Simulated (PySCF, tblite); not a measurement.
# C₇H₁₃NOSi: geometry, infrared bands and NMR shifts

What infrared bands and NMR shifts should C₇H₁₃NOSi (`C=C1[C@@H](CCC=O)[SiH2]N1C`) show?

Programs: tblite 0.8.0 and PySCF 2.14.0, with density-fitted response routines of our own. Each step states its level of theory. These are calculated values for one molecule in the gas phase, unless marked as measured. Atoms count from 0, in the outputs and in this text.

## (1) The molecule as given

23 atoms, charge 0, multiplicity 1; geometry from: force field or distance geometry start.

Bonds of the start (Å): C0–C1 1.34, C1–C2 1.50, C2–C3 1.51, C3–C4 1.54, C4–C5 1.49, C5–O6 1.22, C2–Si7 1.87, Si7–N8 1.78, N8–C9 1.47, N8–C1 1.42, C0–H10 1.09, C0–H11 1.08, C2–H12 1.11, C3–H13 1.11, C3–H14 1.11, C4–H15 1.13, C4–H16 1.10, C5–H17 1.09, Si7–H18 1.46, Si7–H19 1.46, C9–H20 1.11, C9–H21 1.10, C9–H22 1.08.

## (2) Optimising the geometry with GFN2-xTB

Job settings and geometry (Å):

```
{"job": {"kind": "relax", "xc": "GFN2-xTB", "basis": "xTB"}, "charge": 0, "multiplicity": 1}
C     -1.442800    -1.783900    -0.973800
C     -1.214200    -0.640300    -0.319000
C      0.010700    -0.187300     0.410400
C      1.326700    -0.494800    -0.265800
C      2.383500     0.082100     0.694600
C      3.766000    -0.138700     0.181200
O      4.273000    -1.242300     0.336400
Si    -0.518600     1.561000     0.031400
N     -1.960900     0.526900    -0.025900
C     -3.414200     0.699900     0.142600
H     -2.403300    -1.979900    -1.453100
H     -0.692500    -2.550300    -1.047000
H     -0.018100    -0.416200     1.491900
H      1.493400    -1.579200    -0.431100
H      1.339900     0.040100    -1.235900
H      2.216000    -0.470000     1.664900
H      2.119800     1.136700     0.839600
H      4.335000     0.647800    -0.311900
H     -0.399500     2.413600     1.207000
H     -0.074500     2.108500    -1.245500
H     -3.585600     1.793200     0.032900
H     -3.649600     0.402200     1.172300
H     -3.894900     0.097700    -0.613200
```

Command:

```sh
> OMP_NUM_THREADS=1 python probes_run.py task.json out
```

One launch serves the whole session: the jobs run in the order shown.

**Question.** This job is followed by: GFN2-xTB harmonic vibrations, gas phase; GIAO PBE0/pcSseg-1 NMR shielding, non-relativistic, gas phase. Predict these results of the whole session: strongest single infrared mode (GFN2-xTB); zero-point energy (GFN2-xTB); 13C shifts against TMS (PBE0/pcSseg-1); 1H shifts against TMS (PBE0/pcSseg-1, means over atoms taken as alike); 17O shifts against H2O (PBE0/pcSseg-1); 29Si shifts against TMS (PBE0/pcSseg-1); 15N shifts against NH3 (PBE0/pcSseg-1); surface potential, 1st and 99th percentile.

The runs gave:

| quantity | value |
| --- | --- |
| strongest single infrared mode (GFN2-xTB) | 2236 cm⁻¹, 474 km/mol |
| zero-point energy (GFN2-xTB) | 114.1 kcal/mol |
| 13C shifts against TMS (PBE0/pcSseg-1) | 206.1, 164.7, 76.5, 49.5, 37.9, 32.4, 29.5 ppm |
| 1H shifts against TMS (PBE0/pcSseg-1, means over atoms taken as alike) | 9.94, 5.35, 5.26, 3.88, 3.87, 2.68, 2.57, 2.11, 2.01, 1.97, 1.88 ppm |
| 17O shifts against H2O (PBE0/pcSseg-1) | 709.3 ppm |
| 29Si shifts against TMS (PBE0/pcSseg-1) | -16.4 ppm |
| 15N shifts against NH3 (PBE0/pcSseg-1) | 88.7 ppm |
| surface potential, 1st and 99th percentile | -1.61 V and 1.65 V |

**Reading.** Over 134 steps the energy fell by 1.071 eV; of the close pairs, C2–Si7 changed most, 1.866 to 1.920 Å. No mode is imaginary among the 63: a minimum at this level. The strongest single mode, at 2236 cm⁻¹, moves mainly H19. GFN2-xTB is a fitted tight-binding method: band positions and strengths are rough. Its intensities can rank the bands wrongly. The most deshielded carbon is C5 (aldehyde carbonyl carbon), at 206.1 ppm: low-lying n→π* states of the double bond to the heteroatom give a large paramagnetic term (-267 ppm). The most deshielded hydrogen is H17 (hydrogen on an aldehyde carbonyl carbon), at 9.94 ppm: the formyl region, downfield of aromatic protons. At PBE0/pcSseg-1: The widest tensor belongs to O6: span 1350 ppm, with a paramagnetic part of -763 ppm. By nearest atom (PBE0/pcSseg-1), the HOMO sits on C0 34 %; N8 30 % and the LUMO on C5 34 %; O6 27 %.
